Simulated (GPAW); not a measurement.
## PbF2 (Fluorocronite) in GPAW: the effect of target pressure

The system is PbF2 (Fluorocronite).

```
CELL_PARAMETERS angstrom
0.00000 2.96366 2.96366
2.96366 0.00000 2.96366
2.96366 2.96366 0.00000
ATOMIC_POSITIONS crystal
Pb 0.00000 0.00000 0.00000
F 0.75000 0.75000 0.75000
F 0.25000 0.25000 0.25000
```

Alike in all runs:

| Quantity | Value |
| --- | --- |
| Program | GPAW 26.7.0 |
| Task | relaxation of cell and atoms |
| Functional | PBEsol |
| Potentials or basis | PAW data sets generated in the run's folder for this functional |
| Cutoff | 800 eV |
| Basis | pw |
| k mesh | 8 × 8 × 8 |
| Occupations | fermi-dirac, width 0.05 eV |
| Spin | no spin polarisation |

Each run relaxes the cell or the atoms first.

| target pressure | target pressure | relaxed volume (Å³/atom) | gap on the mesh (eV) |
| --- | --- | --- | --- |
| 0 GPa | - | 16.76 | 4.22 |
| 2 GPa | 2 GPa | 16.40 | 4.21 |
| 5 GPa | 5 GPa | 15.91 | 4.19 |
| 10 GPa | 10 GPa | 15.22 | 4.15 |
| 20 GPa | 20 GPa | ? | ? |
| 30 GPa | 30 GPa | 13.46 | 3.95 |

**Question.** What does the run with target pressure 20 GPa give?

**Answer.** Relaxed volume 14.21 Å³/atom; gap on the mesh 4.08 eV.

Worked out: In Murnaghan's law V^(-B') rises as a straight line in P. The other rows fit best with B' = 4.0, V0 = 16.76 Å³/atom and B0 = 85 GPa, which gives 14.21 Å³/atom at 20 GPa, against the run's 14.21. A parabola through the other rows of the gap on the mesh, of slope -0.0101 eV per GPa there, gives 4.06 eV, against the run's 4.08.

Caveats: later steps reuse the first step's grids; spin-orbit coupling is left out, which as a rule narrows the gap of such compounds by several tenths of an eV; the volume moved by over 15 % at a fixed basis, so the end points are rough (some runs).

A k mesh can miss the band edges.
